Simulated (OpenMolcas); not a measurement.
# Dy³⁺: CASSCF and CASPT2 terms and fine-structure levels

Aim: the low terms and levels of Dy³⁺, with their order and spacing, then second-order correlation under several settings.

Program: OpenMolcas 26.06. Level of theory: state-averaged CASSCF and CASPT2, spin-orbit coupling by RASSI with atomic mean-field integrals. These are calculated values, not measurements, unless marked.

## 1. What is computed

```
Species                           : Dy³⁺ (dysprosium, Z = 66, 63 electrons)
Basis                             : ANO-R2 [8s7p4d3f1g], 79 functions
Scalar Hamiltonian                : X2C, finite nucleus
Inactive shells                   : 1s 2s 2p 3s 3p 3d 4s 4p 4d 5s 5p
Active space                      : 9 electrons in 7 orbitals (4f)
Some configurations of this space : 4f9
Orbitals                          : optimised for each spin and parity, averaged over the low roots
```

The outer shells:

4f9
```
4f [↑↓][↑↓][↑ ][↑ ][↑ ][↑ ][↑ ]
```

Each step is its own input file, run in one work folder so that later steps find the files of earlier ones. Labels, J, g values, rates, χT and fits are worked out afterwards by a script from the matrices that RASSI stores.

## 2. GATEWAY and SEWARD: basis and integrals

a.inp

```
&GATEWAY
Coord
1

Dy 0.0 0.0 0.0
Basis=ANO-R2
Group=XYZ
NoMove
AngMom=0.0 0.0 0.0
AMFI
&SEWARD
```

Launch:

```sh
$ OMP_NUM_THREADS=1 MOLCAS_MEM=2252 MOLCAS_PROJECT=a pymolcas a.inp > a.log
```

## 3. Reference wave functions, sextets of odd parity, 18 roots

a.inp

```
&RASSCF
FileOrb=start.orb
Symmetry=2
Spin=6
nActEl=9 0 0
Inactive=15 12
Ras2=0 7
CIRoot=18 18 1
SDav=21
CIMx=300
Iter=120 100
PrWF=0.3
OrbListing=Nothing
MaxOrb=0
Atom
>>> COPY $Project.JobIph JOB001
```

start.orb holds the contracted functions of the basis, ordered by shell, or the orbitals of the step before.

## 4. Reference wave functions, quartets of odd parity, 13 roots

a.inp

```
&RASSCF
FileOrb=start.orb
Symmetry=2
Spin=4
nActEl=9 0 0
Inactive=15 12
Ras2=0 7
CIRoot=13 13 1
SDav=224
CIMx=300
Iter=120 100
PrWF=0.3
OrbListing=Nothing
MaxOrb=0
Atom
>>> COPY $Project.JobIph JOB002
```

## 5. State interaction with spin-orbit coupling

a.inp

```
&RASSI
NrOfJobIphs=2 18 13
1 2 3 4 5 6 7 8 9 10 11 12 13 14 15 16 17 18
1 2 3 4 5 6 7 8 9 10 11 12 13
IphNames
JOB001
JOB002
EJob
SpinOrbit
DIPRint=1.0
SOCoupling=1000.0
Subsets=2
MEES
Property=10
'ANGMOM' 1 'ANGMOM' 2 'ANGMOM' 3 'MLTPL  1' 1 'MLTPL  1' 2 'MLTPL  1' 3
'AMFI' 1 'AMFI' 2 'AMFI' 3 'MLTPL  2' 6
SOProperty=3
'ANGMOM' 1 'ANGMOM' 2 'ANGMOM' 3
```

## 6. CASPT2: IPEA 0.4, imaginary shift 0.1 (closed shells correlated: none)

a.inp

```
>>> COPY JOB001 $Project.JobIph
&CASPT2
Multistate=18 1 2 3 4 5 6 7 8 9 10 11 12 13 14 15 16 17 18
Frozen=15 12
IPEA=0.4
Imaginary=0.1
MaxIter=60
WThr=0.0 0.3 0.05
PrWF=0.5
NoMix
>>> COPY JOB002 $Project.JobIph
&CASPT2
Multistate=13 1 2 3 4 5 6 7 8 9 10 11 12 13
Frozen=15 12
IPEA=0.4
Imaginary=0.1
MaxIter=60
WThr=0.0 0.3 0.05
PrWF=0.5
NoMix
```

## 7. CASPT2: IPEA 0.35, imaginary shift 0.1 (closed shells correlated: none), extended multistate

a.inp

```
>>> COPY JOB001 $Project.JobIph
&CASPT2
XMultistate=18 1 2 3 4 5 6 7 8 9 10 11 12 13 14 15 16 17 18
Frozen=15 12
IPEA=0.35
Imaginary=0.1
MaxIter=60
WThr=0.0 0.3 0.05
PrWF=0.5
NoMix
>>> COPY JOB002 $Project.JobIph
&CASPT2
XMultistate=13 1 2 3 4 5 6 7 8 9 10 11 12 13
Frozen=15 12
IPEA=0.35
Imaginary=0.1
MaxIter=60
WThr=0.0 0.3 0.05
PrWF=0.5
NoMix
```

## 8. CASPT2: IPEA 0.6, imaginary shift 0.1 (closed shells correlated: 4d 5s 5p)

a.inp

```
>>> COPY JOB001 $Project.JobIph
&CASPT2
Multistate=18 1 2 3 4 5 6 7 8 9 10 11 12 13 14 15 16 17 18
NoMult
Frozen=9 9
IPEA=0.6
Imaginary=0.1
MaxIter=60
WThr=0.0 0.3 0.05
PrWF=0.5
NoMix
>>> COPY JOB002 $Project.JobIph
&CASPT2
Multistate=13 1 2 3 4 5 6 7 8 9 10 11 12 13
NoMult
Frozen=9 9
IPEA=0.6
Imaginary=0.1
MaxIter=60
WThr=0.0 0.3 0.05
PrWF=0.5
NoMix
```

(Steps that only read results are left out.)

**Question.** What will these runs give? Wanted: lowest level; first excited level; lowest level of another term; spin-orbit lowering of the lowest level; strongest of the lines computed, by gA.

**Answer**, as computed:

| quantity | value |
| --- | --- |
| method | SS-CASPT2, IPEA 0.4, imaginary shift 0.1 (closed shells correlated: none) |
| lowest level | 4f9 6H* 15/2, 95 % of that term, g = 1.328 |
| ground level listed by NIST | 6H°15/2 |
| first excited level | 4f9 6H* 13/2 at 3630 cm-1 |
| lowest level of another term | 4f9 6F* 11/2 at 9960 cm-1 |
| spin-orbit lowering of the lowest level | 6330 cm-1 |
| strongest of the lines computed, by gA (one parity, so forbidden lines), at SS-CASPT2 energies | 4f9 6H* 13/2 → 4f9 6H* 15/2, 2757 nm, A = 2.43e+00 s⁻¹ |

What each method costs and misses:

```csv
method,time of its own steps,time with the reference,mean absolute difference from method B (cm-1)
A. CASSCF,26 s,26 s,440
"B. SS-CASPT2, IPEA 0.4, imaginary shift 0.1, +none",6.6 s,33 s,0
"C. XMS-CASPT2, IPEA 0.35, imaginary shift 0.1, +none",5 s,31 s,110
"D. SS-CASPT2, IPEA 0.6, imaginary shift 0.1, +4d 5s 5p",10 s,37 s,380
```

Times are of one thread on a shared host.

In words: The multiplet 6H* is inverted; its intervals divided by the larger J differ by 20 % of their mean, where Landé's rule for pure LS coupling makes them equal. Second-order correlation (method B) scales the levels of the lowest configuration above 5000 cm⁻¹ by 0.92 to 1.01. Only the configurations of the active space and the roots asked for are present. Not all states of the active space went into the spin-orbit step. CASPT2 does not keep the components of a term degenerate, and the means are used. High states of lower spin are left out of the spin-orbit mixing. Only valence configurations of the active space appear, up to the ionisation limit; * or ° marks odd parity.
